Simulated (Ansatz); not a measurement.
**CH3AlBrF: vertical spin-state energies, by script**

Wanted for CH3AlBrF: vertical spin-state energies.

Program: Ansatz 0.2.0, driven from Python. Level of theory: CAM-B3LYP/def2-SVPD. These are calculated values, not measurements.

### 1 Starting point

Bond lengths: F1–C2 1.423 Å, C2–Al3 1.969 Å, C2–Br4 1.869 Å, C2–H5 1.127 Å, Al3–H6 1.604 Å, Al3–H7 1.655 Å. Angles: F1–C2–Al3 108.6°, F1–C2–Br4 113.0°, F1–C2–H5 108.4°, Al3–C2–Br4 107.8°, Al3–C2–H5 109.8°, Br4–C2–H5 109.3°, C2–Al3–H6 122.0°, C2–Al3–H7 120.0°, H6–Al3–H7 118.0°.

Input file ch3albrf.xyz:

```xyz
7

F    -0.50970   -1.84570   -0.04060
C    -0.46900   -0.51830   -0.55110
Al    0.72500    0.55640    0.58680
Br   -2.14410    0.31070   -0.56480
H    -0.06340   -0.55460   -1.60230
H     0.21860    1.88120    1.33560
H     2.30380    0.10230    0.79080
```

### 2 The script

spin_ch3albrf.py

```python
"""Vertical spin-state energies of CH3AlBrF."""

import ansatz as az

system = az.Crystal.molecule_from_extxyz("ch3albrf.xyz")

base = system.calculation().basis(gaussian="def2-SVPD").functional("cam_b3lyp")
found = {}
for unpaired in [0, 2]:
    data = base.spin("collinear", total=unpaired).run().report
    s = unpaired / 2
    found[unpaired] = data["free_energy_ev"]
    print(f"2S+1 = {unpaired + 1}: E = {found[unpaired]:.5f} eV, <S^2> = {abs(data['mean_field']['state']['spin_squared']):.3f} (pure state {s * (s + 1):.2f})")
lowest = min(found, key=found.get)
for unpaired, e in found.items():
    print(f"multiplicity {unpaired + 1}: {96.485332 * (e - found[lowest]):.1f} kJ/mol above the lowest")
```

### 3 What the engine is handed

The package turns the script's settings into the engine's input (first run):

```yaml
crystal:
  periodic: [false, false, false]
  atoms:
    - { symbol: F, position_ang: [-0.5097, -1.8457, -0.0406] }
    - { symbol: C, position_ang: [-0.469, -0.5183, -0.5511] }
    - { symbol: Al, position_ang: [0.725, 0.5564, 0.5868] }
    - { symbol: Br, position_ang: [-2.1441, 0.3107, -0.5648] }
    - { symbol: H, position_ang: [-0.0634, -0.5546, -1.6023] }
    - { symbol: H, position_ang: [0.2186, 1.8812, 1.3356] }
    - { symbol: H, position_ang: [2.3038, 0.1023, 0.7908] }
basis:
  gaussian:
    orbitals: def2-SVPD
hamiltonian:
  xc: cam_b3lyp
magnetization:
  spin_polarized: true
  initial_magnetization: 0.0
```

### 4 Launch

On the command line:

```sh
python spin_ch3albrf.py
```

**Question.** Which spin state is lowest at this geometry, and how far above lie the others?

As calculated:

| quantity | value |
| --- | --- |
| runs compared | 2 |
| lowest | run 1 (2S+1 = 1) |
| next above it by | 4.417 eV |

What this shows: In order: multiplicity 1 (+0.00 eV) and multiplicity 3 (+4.42 eV), all at the one geometry. The geometry is a force-field or estimated start, not a minimum of this method, and the basis set is short of its limit. All parts are taken at fixed geometry, without zero-point energy.
